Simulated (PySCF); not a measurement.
# C4H6BCl: the cost of one run

The runs use PySCF 2.14.0, with density-fitted response routines of our own; the level of theory stands in each step. All values are computed, except where a source is named. Atoms are numbered from 0 throughout.

### 1 The starting structure

12 atoms, charge 0, multiplicity 1; geometry from: PBE0-D3(BJ)/def2-SVP.

Bonds of the start (Å): Cl0–B1 1.76, B1–C2 1.52, C2–C3 1.51, C3–C4 1.48, C4–C5 1.48, C4–C2 1.52, C5–C2 1.51, B1–H6 1.21, C3–H7 1.10, C3–H8 1.09, C4–H9 1.09, C5–H10 1.10, C5–H11 1.09.

### 2 NMR shieldings: HF/pcSseg-1

What the job is given:

```
{"job": {"kind": "nmr", "xc": "HF", "basis": "pcSseg-1", "pop": false}, "charge": 0, "multiplicity": 1}
Cl     3.377533    -0.542728     1.490421
B      2.090266     0.456092     0.820882
C      0.797018    -0.179461     0.350653
C     -0.522893     0.497533     0.069344
C     -0.397381    -0.341117     1.280110
C      0.224613    -1.536018     0.666470
H      2.272715     1.648554     0.792453
H     -1.118513     0.109516    -0.769049
H     -0.568756     1.583662     0.198152
H     -0.452432    -0.052783     2.329805
H     -0.326511    -2.051032    -0.133120
H      0.825585    -2.189297     1.306904
```

Method: GIAO HF/pcSseg-1 NMR shielding, non-relativistic, gas phase.

Run with:

```console
OMP_NUM_THREADS=1 python probes_run.py task.json out
```

This one command runs all jobs of the session in turn.

Q: Estimate the wall time and peak memory of this first job on 1 thread of Arm Neoverse V1, shared host.

About 8.6 s, with a peak of 0.79 GiB.
